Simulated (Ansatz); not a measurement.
# CCr: the cost of one run

Program: Ansatz 0.2.0, Gaussian basis. Level of theory: def2-TZVPP, core rule «outside noble gas», up to 10 orbitals frozen. These are calculated values, not measurements.

The runs, in order: UHF; ROHF; CCSD(T) on UHF.

2 further runs of the same task are left out: 2 set aside as unsound or not needed.

### Step 1. The system

The geometry is a PBE0/def2-TZVP stationary point (not a proven minimum) of the parent state, kept for this charge and spin.

2 atoms, charge 0, spin multiplicity 3.

Atoms are counted from 1 here; the program's logs count them from 0.

Bond lengths: Cr1–C2 1.515 Å.

### Step 2. UHF

The input, in.yaml:

```yaml
crystal:
  periodic: [false, false, false]
  atoms:
    - {symbol: Cr, position_ang: [0.000000, 0.000000, 0.000000]}
    - {symbol: C, position_ang: [0.000000, 0.000000, 1.514800]}
basis:
  gaussian: {orbitals: def2-TZVPP}
magnetization: {spin_polarized: true, initial_magnetization: 2}
hamiltonian: {xc: hf}
output: {orbitals: {seedname: orbitals}}
```

The run is started by

```sh
$ ansatz run in.yaml --threads 1 --pin off --events-out ev --progress --plain --max-ram 4096MiB --backend cpu
```

What time and memory should one allow on 1 thread of AMD EPYC 7R13, shared host?

About 19 s, with a peak of 0.25 GiB.
